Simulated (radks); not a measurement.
**Valence configurations of Zr⁺**

Aim: which of several valence configurations of Zr⁺ lies lowest at this level, and whether it is the one NIST lists ([Kr] 4d2 5s1).

Program: radks (a radial shooting solver on a logarithmic mesh, Libxc functionals) version 1. Level of theory: scalar-relativistic Kohn-Sham, r2SCAN, spin-polarised, spherical densities, finite nucleus; open shells are filled with parallel spins first. These are calculated values, not measurements, unless marked.

### 1 What is computed

```
element            : zirconium (Z = 40)
charge             : +1
electrons          : 39
configuration      : [Kr] 4d2 5s1
nuclear rms radius : 4.2694 fm
others tried       : 5s1 5p2; 4d2 5s0.5 5p0.5; 4d1 5s2; 4d1 5s1 5p1; 4d1.5 5s1 5p0.5; 4d2 5p1; 4d1.5 5s1.5; 4d1.5 5p1.5; 4d3
```

Outer shells as boxes (Hund's rule):

Zr⁺
```
[Kr] core
4d [↑ ][↑ ][  ][  ][  ]
5s [↑ ]
```

In the logs a row gives level, spin channel, occupation and eigenvalue; Etot, Ekin, Encl (electron-nucleus), Eh (Hartree) and Exc are energies, all in hartree; err is the last residual, it the number of iterations.

### 2 [Kr] 4d2 5s1

Settings of this run:

```text
Z 40
configuration [Kr] 4d2 5s1
relativity scalar-relativistic
functional r2scan,r2scan
spin polarised
nucleus finite rms 4.2694 fm
c 137.035999084
```

What it wrote:

```text
1s      1   1.0000        -656.80781292
2s      1   1.0000         -91.64108052
2p      1   3.0000         -81.65765057
3s      1   1.0000         -15.41216827
3p      1   3.0000         -12.12611928
3d      1   5.0000          -6.75243172
4s      1   1.0000          -2.32551784
4p      1   3.0000          -1.49512539
4d      1   2.0000          -0.39119217
5s      1   1.0000          -0.39517954
1s      2   1.0000        -656.80779544
2s      2   1.0000         -91.63253846
2p      2   3.0000         -81.65152910
3s      2   1.0000         -15.40819385
3p      2   3.0000         -12.12127894
3d      2   5.0000          -6.74427303
4s      2   1.0000          -2.27748009
4p      2   3.0000          -1.43672698
4d      2   0.0000          -0.28919899
5s      2   0.0000          -0.25927232
Etot -3598.8353839558517
Ekin 3700.4788729117668
Encl -8655.632821395355
Eh 1470.5498158512582
Exc -114.23125132352148
err 2.8447876390339868e-06
it 12
```

4d up is the highest filled level (-10.645 eV).

From the orbitals of this run (lengths in bohr):

| level | occupation | energy (eV) | <r> | outermost maximum (interpolated) | 90 % within | nodes |
| --- | --- | --- | --- | --- | --- | --- |
| 3d down | 5 | -183.52 | 0.4525 | 0.349 | 0.727 | 0 |
| 4s up | 1 | -63.281 | 1.221 | 1.08 | 1.78 | 3 |
| 4s down | 1 | -61.973 | 1.213 | 1.08 | 1.77 | 3 |
| 4p up | 3 | -40.684 | 1.377 | 1.18 | 2.05 | 2 |
| 4p down | 3 | -39.095 | 1.359 | 1.18 | 2.02 | 2 |
| 5s up | 1 | -10.753 | 3.361 | 2.98 | 4.87 | 4 |
| 4d up | 2 | -10.645 | 2.135 | 1.59 | 3.44 | 1 |
| 4d down | 0 | -7.870 | 2.064 | 1.53 | 3.37 | 1 |

The radial density on a logarithmic grid:

| r (bohr) | 4πr²ρ (e/bohr) |
| --- | --- |
| 0.00145 | 1.371 |
| 0.00223 | 2.942 |
| 0.00344 | 6.104 |
| 0.00529 | 12.02 |
| 0.00815 | 21.86 |
| 0.0125 | 34.93 |
| 0.0192 | 47.12 |
| 0.0296 | 49.80 |
| 0.0455 | 43.25 |
| 0.0701 | 46.91 |
| 0.108 | 61.27 |
| 0.166 | 49.01 |
| 0.256 | 37.74 |
| 0.395 | 45.25 |
| 0.608 | 21.21 |
| 0.937 | 9.443 |
| 1.43 | 7.266 |
| 2.21 | 2.197 |
| 3.40 | 0.6651 |
| 5.23 | 0.1061 |

### 3 [Kr] 5s1 5p2

Input: that of step 2 with these lines changed.

```diff
@@ -1,3 +1,3 @@
 Z 40
-configuration [Kr] 4d2 5s1
+configuration [Kr] 5s1 5p2
 relativity scalar-relativistic
```

What it wrote:

```text
1s      1   1.0000        -657.15242757
2s      1   1.0000         -92.00035964
2p      1   3.0000         -82.01793230
3s      1   1.0000         -15.76791226
3p      1   3.0000         -12.48173413
3d      1   5.0000          -7.10813151
4s      1   1.0000          -2.62774602
4p      1   3.0000          -1.77068340
5s      1   1.0000          -0.52308395
5p      1   2.0000          -0.35044056
1s      2   1.0000        -657.14930836
2s      2   1.0000         -91.99932531
2p      2   3.0000         -82.01563285
3s      2   1.0000         -15.76489744
3p      2   3.0000         -12.47810551
3d      2   5.0000          -7.10392985
4s      2   1.0000          -2.61703546
4p      2   3.0000          -1.76187355
5s      2   0.0000          -0.37720384
5p      2   0.0000          -0.22962430
Etot -3598.448357374083
Ekin 3700.1590041061254
Encl -8642.241373827874
Eh 1457.5026401261543
Exc -113.868627778489
err 1.6720882276329846e-06
it 13
```

E − E(step 2, [Kr] 4d2 5s1) = +10.532 eV. Highest occupied level: 5p up at -9.536 eV.

### 4 [Kr] 4d2 5s0.5 5p0.5

Input: that of step 3 with these lines changed.

```diff
@@ -1,3 +1,3 @@
 Z 40
-configuration [Kr] 5s1 5p2
+configuration [Kr] 4d2 5s0.5 5p0.5
 relativity scalar-relativistic
```

What it wrote:

```text
1s      1   1.0000        -656.82992950
2s      1   1.0000         -91.66278785
2p      1   3.0000         -81.67941864
3s      1   1.0000         -15.43394767
3p      1   3.0000         -12.14790869
3d      1   5.0000          -6.77420981
4s      1   1.0000          -2.34763065
4p      1   3.0000          -1.51681031
4d      1   2.0000          -0.40756883
5s      1   0.5000          -0.40140393
5p      1   0.5000          -0.25421541
1s      2   1.0000        -656.82992126
2s      2   1.0000         -91.65421150
2p      2   3.0000         -81.67315294
3s      2   1.0000         -15.43017996
3p      2   3.0000         -12.14324272
3d      2   5.0000          -6.76618081
4s      2   1.0000          -2.29925024
4p      2   3.0000          -1.45839944
4d      2   0.0000          -0.30829241
5s      2   0.0000          -0.27095446
5p      2   0.0000          -0.15548913
Etot -3598.760094499181
Ekin 3700.3998018023203
Encl -8654.664884784597
Eh 1469.7090038381803
Exc -114.20401535508431
err 3.4649805217243263e-07
it 13
```

E − E(step 2, [Kr] 4d2 5s1) = +2.049 eV. The top filled level is 5p up, -6.918 eV.

### 5 [Kr] 4d1 5s2

Input: that of step 4 with these lines changed.

```diff
@@ -1,3 +1,3 @@
 Z 40
-configuration [Kr] 4d2 5s0.5 5p0.5
+configuration [Kr] 4d1 5s2
 relativity scalar-relativistic
```

What it wrote:

```text
1s      1   1.0000        -656.93942672
2s      1   1.0000         -91.77971369
2p      1   3.0000         -81.79641785
3s      1   1.0000         -15.54897434
3p      1   3.0000         -12.26274624
3d      1   5.0000          -6.88896526
4s      1   1.0000          -2.43950155
4p      1   3.0000          -1.59825183
4d      1   1.0000          -0.45493769
5s      1   1.0000          -0.41608674
1s      2   1.0000        -656.93974864
2s      2   1.0000         -91.77499655
2p      2   3.0000         -81.79312173
3s      2   1.0000         -15.54713104
3p      2   3.0000         -12.26043269
3d      2   5.0000          -6.88478576
4s      2   1.0000          -2.41367384
4p      2   3.0000          -1.56721024
4d      2   0.0000          -0.41849896
5s      2   1.0000          -0.40003563
Etot -3598.762015895396
Ekin 3700.428951115818
Encl -8650.64550956211
Eh 1465.4703201029413
Exc -114.01577755204659
err 1.7590263275983732e-06
it 13
```

E − E(step 2, [Kr] 4d2 5s1) = +1.996 eV. The top filled level is 5s down, -10.886 eV.

### 6 [Kr] 4d1 5s1 5p1

Input: that of step 5 with these lines changed.

```diff
@@ -1,3 +1,3 @@
 Z 40
-configuration [Kr] 4d1 5s2
+configuration [Kr] 4d1 5s1 5p1
 relativity scalar-relativistic
```

What it wrote:

```text
1s      1   1.0000        -656.97524199
2s      1   1.0000         -91.81515682
2p      1   3.0000         -81.83212916
3s      1   1.0000         -15.58516387
3p      1   3.0000         -12.29908957
3d      1   5.0000          -6.92547487
4s      1   1.0000          -2.47716347
4p      1   3.0000          -1.63462109
4d      1   1.0000          -0.49260509
5s      1   1.0000          -0.46171307
5p      1   1.0000          -0.30018392
1s      2   1.0000        -656.97384814
2s      2   1.0000         -91.80981864
2p      2   3.0000         -81.82760691
3s      2   1.0000         -15.58153526
3p      2   3.0000         -12.29467966
3d      2   5.0000          -6.91889756
4s      2   1.0000          -2.44467147
4p      2   3.0000          -1.59742781
4d      2   0.0000          -0.41758243
5s      2   0.0000          -0.31968134
5p      2   0.0000          -0.19275626
Etot -3598.665055754702
Ekin 3700.338007471687
Encl -8649.107559392869
Eh 1464.1402363849434
Exc -114.03574021846339
err 3.4422597128593713e-06
it 12
```

E − E(step 2, [Kr] 4d2 5s1) = +4.635 eV. 5p up is the highest filled level (-8.168 eV).

### 7 [Kr] 4d1.5 5s1 5p0.5

Input: that of step 6 with these lines changed.

```diff
@@ -1,3 +1,3 @@
 Z 40
-configuration [Kr] 4d1 5s1 5p1
+configuration [Kr] 4d1.5 5s1 5p0.5
 relativity scalar-relativistic
```

What it wrote:

```text
1s      1   1.0000        -656.89035017
2s      1   1.0000         -91.72677352
2p      1   3.0000         -81.74352337
3s      1   1.0000         -15.49748339
3p      1   3.0000         -12.21143066
3d      1   5.0000          -6.83778579
4s      1   1.0000          -2.40142712
4p      1   3.0000          -1.56520011
4d      1   1.5000          -0.44221595
5s      1   1.0000          -0.42928673
5p      1   0.5000          -0.27256999
1s      2   1.0000        -656.88968202
2s      2   1.0000         -91.71970311
2p      2   3.0000         -81.73812400
3s      2   1.0000         -15.49365236
3p      2   3.0000         -12.20676593
3d      2   5.0000          -6.83032569
4s      2   1.0000          -2.36044879
4p      2   3.0000          -1.51663996
4d      2   0.0000          -0.35277263
5s      2   0.0000          -0.28915111
5p      2   0.0000          -0.17131365
Etot -3598.755507959012
Ekin 3700.4127370754886
Encl -8652.410494413589
Eh 1467.3723372098757
Exc -114.13008783078755
err 3.9523392282359764e-06
it 12
```

E − E(step 2, [Kr] 4d2 5s1) = +2.174 eV. Highest occupied level: 5p up at -7.417 eV.

### 8 [Kr] 4d2 5p1

Input: that of step 7 with these lines changed.

```diff
@@ -1,3 +1,3 @@
 Z 40
-configuration [Kr] 4d1.5 5s1 5p0.5
+configuration [Kr] 4d2 5p1
 relativity scalar-relativistic
```

What it wrote:

```text
1s      1   1.0000        -656.85145135
2s      1   1.0000         -91.68385571
2p      1   3.0000         -81.70054082
3s      1   1.0000         -15.45505640
3p      1   3.0000         -12.16902502
3d      1   5.0000          -6.79531369
4s      1   1.0000          -2.36893306
4p      1   3.0000          -1.53775870
4d      1   2.0000          -0.42339265
5p      1   1.0000          -0.26423351
1s      2   1.0000        -656.85147126
2s      2   1.0000         -91.67522615
2p      2   3.0000         -81.69413542
3s      2   1.0000         -15.45149079
3p      2   3.0000         -12.16453237
3d      2   5.0000          -6.78740896
4s      2   1.0000          -2.32026470
4p      2   3.0000          -1.47934149
4d      2   0.0000          -0.32760992
5p      2   0.0000          -0.16535352
Etot -3598.6875826132155
Ekin 3700.323531104745
Encl -8653.724645124252
Eh 1468.8962284657196
Exc -114.18269705942788
err 4.594502446749536e-07
it 13
```

E − E(step 2, [Kr] 4d2 5s1) = +4.022 eV. 5p up is the highest filled level (-7.190 eV).

### 9 [Kr] 4d1.5 5s1.5

Input: that of step 8 with these lines changed.

```diff
@@ -1,3 +1,3 @@
 Z 40
-configuration [Kr] 4d2 5p1
+configuration [Kr] 4d1.5 5s1.5
 relativity scalar-relativistic
```

What it wrote:

```text
1s      1   1.0000        -656.87364549
2s      1   1.0000         -91.71016186
2p      1   3.0000         -81.72679264
3s      1   1.0000         -15.48050751
3p      1   3.0000         -12.19438650
3d      1   5.0000          -6.82066762
4s      1   1.0000          -2.38362781
4p      1   3.0000          -1.54797999
4d      1   1.5000          -0.42414915
5s      1   1.0000          -0.40771018
1s      2   1.0000        -656.87374848
2s      2   1.0000         -91.70334783
2p      2   3.0000         -81.72193021
3s      2   1.0000         -15.47746341
3p      2   3.0000         -12.19064492
3d      2   5.0000          -6.81425483
4s      2   1.0000          -2.34569915
4p      2   3.0000          -1.50246304
4d      2   0.0000          -0.36119729
5s      2   0.5000          -0.35578709
Etot -3598.792450806987
Ekin 3700.44494619581
Encl -8653.126207655845
Eh 1468.0012557512487
Exc -114.11244509820084
err 2.9207127785742547e-06
it 14
```

Energy against step 2 ([Kr] 4d2 5s1): +1.168 eV. 5s down is the highest filled level (-9.681 eV).

### 10 [Kr] 4d1.5 5p1.5

Input: that of step 9 with these lines changed.

```diff
@@ -1,3 +1,3 @@
 Z 40
-configuration [Kr] 4d1.5 5s1.5
+configuration [Kr] 4d1.5 5p1.5
 relativity scalar-relativistic
```

What it wrote:

```text
1s      1   1.0000        -656.93384214
2s      1   1.0000         -91.76950110
2p      1   3.0000         -81.78637730
3s      1   1.0000         -15.54023006
3p      1   3.0000         -12.25419387
3d      1   5.0000          -6.88052739
4s      1   1.0000          -2.44393132
4p      1   3.0000          -1.60677666
4d      1   1.5000          -0.47349407
5p      1   1.5000          -0.29238978
1s      2   1.0000        -656.93320563
2s      2   1.0000         -91.76242855
2p      2   3.0000         -81.78075088
3s      2   1.0000         -15.53683033
3p      2   3.0000         -12.24990216
3d      2   5.0000          -6.87337407
4s      2   1.0000          -2.40269189
4p      2   3.0000          -1.55846841
4d      2   0.0000          -0.39007075
5p      2   0.0000          -0.18431462
Etot -3598.602603538409
Ekin 3700.25179720351
Encl -8650.509287818442
Eh 1465.7406884566462
Exc -114.0858013801221
err 3.7889678615082997e-06
it 12
```

E − E(step 2, [Kr] 4d2 5s1) = +6.334 eV. Highest occupied level: 5p up at -7.956 eV.

### 11 [Kr] 4d3

Input: that of step 10 with these lines changed.

```diff
@@ -1,3 +1,3 @@
 Z 40
-configuration [Kr] 4d1.5 5p1.5
+configuration [Kr] 4d3
 relativity scalar-relativistic
```

What it wrote:

```text
1s      1   1.0000        -656.69454618
2s      1   1.0000         -91.52151427
2p      1   3.0000         -81.53794302
3s      1   1.0000         -15.29286933
3p      1   3.0000         -12.00681213
3d      1   5.0000          -6.63299124
4s      1   1.0000          -2.22039426
4p      1   3.0000          -1.39934037
4d      1   3.0000          -0.32147897
1s      2   1.0000        -656.69563720
2s      2   1.0000         -91.51052601
2p      2   3.0000         -81.53040180
3s      2   1.0000         -15.28912038
3p      2   3.0000         -12.00210730
3d      2   5.0000          -6.62406175
4s      2   1.0000          -2.16068433
4p      2   3.0000          -1.32513990
4d      2   0.0000          -0.20757861
Etot -3598.827383763777
Ekin 3700.4402746516153
Encl -8659.872741465295
Eh 1474.99621218179
Exc -114.39112913188745
err 3.2675596852955527e-06
it 12
```

Energy against step 2 ([Kr] 4d2 5s1): +0.218 eV. The top filled level is 4d up, -8.748 eV.

### 12 Summary of results

| valence | E − E(NIST configuration) (eV) | moment (μB) | highest level | its energy (eV) | 1s shift (eV) |
| --- | --- | --- | --- | --- | --- |
| 4d2 5s1 | 0.000 | 3 | 4d up | -10.645 | +0.00 |
| 4d3 | 0.218 | 3 | 4d up | -8.748 | +3.05 |
| 4d1.5 5s1.5 | 1.168 | 2 | 5s down | -9.681 | -1.79 |
| 4d1 5s2 | 1.996 | 1 | 5s down | -10.886 | -3.59 |
| 4d2 5s0.5 5p0.5 | 2.049 | 3 | 5p up | -6.918 | -0.60 |
| 4d1.5 5s1 5p0.5 | 2.174 | 3 | 5p up | -7.417 | -2.25 |
| 4d2 5p1 | 4.022 | 3 | 5p up | -7.190 | -1.19 |
| 4d1 5s1 5p1 | 4.635 | 3 | 5p up | -8.168 | -4.56 |
| 4d1.5 5p1.5 | 6.334 | 3 | 5p up | -7.956 | -3.43 |
| 5s1 5p2 | 10.532 | 3 | 5p up | -9.536 | -9.38 |

**Reading.** Theory agrees with NIST among these: the next, 4d3, lies 0.218 eV higher. The energies are those of spherical high-spin densities, not of single terms. The 1s eigenvalue shifts by up to 9.38 eV as the valence charge is rearranged.
